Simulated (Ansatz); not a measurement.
# BFH5O2Si: the cost of one run

All numbers below are computed with Ansatz 0.2.0 (UKS B3LYP-D4/def2-SVP).

## (1) Starting point

Bond lengths: B1–F2 1.570 Å, B1–O3 1.410 Å, O3–H4 1.010 Å, B1–O5 1.410 Å, O5–H6 1.010 Å, F2–Si7 1.890 Å, Si7–H8 1.460 Å, Si7–H9 1.460 Å, Si7–H10 1.460 Å. Angles: B1–F2–Si7 180.0°, F2–B1–O3 120.0°, F2–B1–O5 120.0°, O3–B1–O5 120.0°, B1–O3–H4 109.5°, B1–O5–H6 109.5°, F2–Si7–H8 109.5°, F2–Si7–H9 109.5°, F2–Si7–H10 109.5°, H8–Si7–H9 109.4°, H8–Si7–H10 109.4°, H9–Si7–H10 109.4°.

Structure file:

```xyz
10

B     0.0000    0.0000    0.0000
F     0.0000    0.0000    1.5700
O     1.2211    0.0000   -0.7050
H     1.5209   -0.9519   -0.8599
O    -1.2211    0.0000   -0.7050
H    -1.7308   -0.8467   -0.4965
Si    0.0000    0.0000    3.4600
H    -0.7436   -1.1581    3.9474
H     1.3747   -0.0649    3.9474
H    -0.6311    1.2230    3.9474
```

## (2) Pulling towards end A

Springs on the bonds that form and break draw the guess towards this end; the thresholds are loose.

input.yaml reads:

```yaml
crystal:
  periodic: [false, false, false]
  atoms:
    - { symbol: B, position_ang: [0.0, 0.0, 0.0] }
    - { symbol: F, position_ang: [0.0, 0.0, 1.57] }
    - { symbol: O, position_ang: [1.2211, 0.0, -0.705] }
    - { symbol: H, position_ang: [1.5209, -0.9519, -0.8599] }
    - { symbol: O, position_ang: [-1.2211, 0.0, -0.705] }
    - { symbol: H, position_ang: [-1.7308, -0.8467, -0.4965] }
    - { symbol: Si, position_ang: [0.0, 0.0, 3.46] }
    - { symbol: H, position_ang: [-0.7436, -1.1581, 3.9474] }
    - { symbol: H, position_ang: [1.3747, -0.0649, 3.9474] }
    - { symbol: H, position_ang: [-0.6311, 1.223, 3.9474] }
magnetization:
  spin_polarized: true
  initial_magnetization: 1
basis:
  gaussian: { orbitals: def2-SVP }
hamiltonian:
  xc: b3lyp
  dispersion: d4
relax:
  f_tol: 0.15
  max_steps: 25
  restrain:
    - { distance: [1, 6], at: 2.79, k: 30.0 }
    - { distance: [0, 1], at: 1.32, k: 30.0 }
```

Started as:

```
$ ansatz run input.yaml --threads 4 --pin off --max-ram 5120MiB --backend cpu --events-out ev --progress --plain --runs-dir out
```

Q: Estimate wall time and peak memory on 4 threads of Arm Neoverse V1, shared host.

About 33 s, with a peak of 0.28 GiB.
